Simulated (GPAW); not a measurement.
Al3Pd:

```
CELL_PARAMETERS angstrom
3.94691 0.00000 0.00000
0.00000 3.94691 0.00000
0.00000 0.00000 3.94691
ATOMIC_POSITIONS crystal
Pd 0.00000 0.00000 0.00000
Al 0.50000 0.50000 0.00000
Al 0.50000 0.00000 0.50000
Al 0.00000 0.50000 0.50000
```

The cell comes from a database or a generator and needn't be the stable form of this composition.

* Program: GPAW 26.7.0
* Task: relaxation of cell and atoms
* Functional: PBEsol
* Dispersion: D4
* Potentials or basis: PAW data sets generated in the run's folder for this functional
* Cutoff: 600 eV
* Basis: pw
* k mesh: 7 × 7 × 7
* Occupations: fermi-dirac, width 0.05 eV
* Spin: no spin polarisation

At the start: pressure -3.8 GPa; volume 15.37 Å³/atom.

Problem. How do energy, volume and symmetry change on relaxing?

Solution. Over 3 steps the energy falls by 6.1 meV/atom and the volume is 14.86 Å³/atom (-3.4 %); space group Pm-3m (No. 221, to 0.05 Å).

The path:
```
step  energy change (eV)  largest force (eV/Å)  pressure (GPa)  volume (Å³)
   1              0.0000                0.0000           -3.78        61.49
   2             -0.0053                0.0000           -3.36        61.25
   3             -0.0242                0.0000            0.16        59.42
```

Final structure:
```
Pd Al
1.0
     3.90228    0.00000    0.00000
     0.00000    3.90228    0.00000
     0.00000    0.00000    3.90228
Pd Al
1 3
Direct
  0.00000 0.00000 0.00000
  0.50000 0.50000 0.00000
  0.50000 0.00000 0.50000
  0.00000 0.50000 0.50000
```

Caveat: later steps reuse the first step's grids; pairwise dispersion overbinds metals, which lowers pressure and volume.
